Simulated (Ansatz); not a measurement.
**GePH (quintet): the correlation ladder, cc-pVTZ**

The task here is to estimate one member of a computed series from the others.

Program: Ansatz 0.2.0, Gaussian basis. Level of theory: cc-pVTZ, core rule «outside noble gas», up to 19 orbitals frozen. These are calculated values, not measurements.

To be run: UHF; CCSD(T) on ROHF; CCSD(T) on UHF; BCCD(T) on ROHF; CCSDT(Q) on ROHF; CCSDT(Q) on UHF; CASSCF and MRCISD+Q, 10 electrons in 9 orbitals; CASSCF and NEVPT2, 10 electrons in 9 orbitals.

6 further runs of the same task are left out: 6 set aside as unsound or not needed.

**What is computed**

The geometry is a PBE0/def2-TZVP stationary point (not a proven minimum) of the parent state, kept for this charge and spin. No spin-orbit coupling is included. The filled d shell of Ge may be among the frozen orbitals whatever the setting's name suggests; the logs give the count.

3 atoms, charge 0, spin multiplicity 5.

Atoms are counted from 1 here; the program's logs count them from 0.

Bond lengths: Ge1–P2 2.352 Å, P2–H3 1.429 Å. Angles: Ge1–P2–H3 97.4°.

Set-up of the first run:

Input file in.yaml:

```yaml
crystal:
  periodic: [false, false, false]
  atoms:
    - {symbol: Ge, position_ang: [0.000000, 0.017255, 0.720743]}
    - {symbol: P, position_ang: [0.000000, -0.083577, -1.629309]}
    - {symbol: H, position_ang: [0.000000, 1.324792, -1.874064]}
basis:
  gaussian: {orbitals: cc-pVTZ}
magnetization: {spin_polarized: true, initial_magnetization: 4}
hamiltonian: {xc: hf}
output: {orbitals: {seedname: orbitals}}
```

The run is started by

```console
> ansatz run in.yaml --threads 1 --pin off --events-out ev --progress --plain --max-ram 4096MiB --backend cpu
```

Among the steps run: UHF; CCSD(T) on ROHF; CCSD(T) on UHF; BCCD(T) on ROHF; CCSDT(Q) on ROHF; CCSDT(Q) on UHF; CASSCF and MRCISD+Q, 10 electrons in 9 orbitals; CASSCF and NEVPT2, 10 electrons in 9 orbitals.

One of the session's tables, all rows but one given; the rest of the session is left out.

It belongs to the step «Misses and costs». 

| method | from UCCSDT(Q) (kcal/mol) |
| --- | --- |
| ROHF | +145.02 |
| UHF | +138.99 |
| RMP2 | ? |
| UMP2 | +28.45 |
| RCCSD | +8.01 |
| UCCSD | +7.37 |
| RCCSD(T) | +1.66 |
| UCCSD(T) | +1.29 |
| BCCD(T) | +1.66 |
| RCCSDT | +0.77 |
| UCCSDT | +0.32 |
| RCCSDT(Q) | +0.43 |
| UCCSDT(Q) | 0 |
| CASSCF valence | +119.85 |
| NEVPT2 valence | +27.90 |
| MRCISD valence | +12.85 |
| MRCISD+Q valence | +2.35 |

**Question.** Estimate the row for RMP2.

The run gave: from UCCSDT(Q) (kcal/mol): +27.43. In the column «from UCCSDT(Q) (kcal/mol)» it lies between MRCISD valence (+12.85) and NEVPT2 valence (+27.90).

Limits of these values: Restricted and unrestricted rows rest on different reference determinants; where their highest levels disagree by more than a few hundredths of an eV, they describe different states and don't form one ladder.
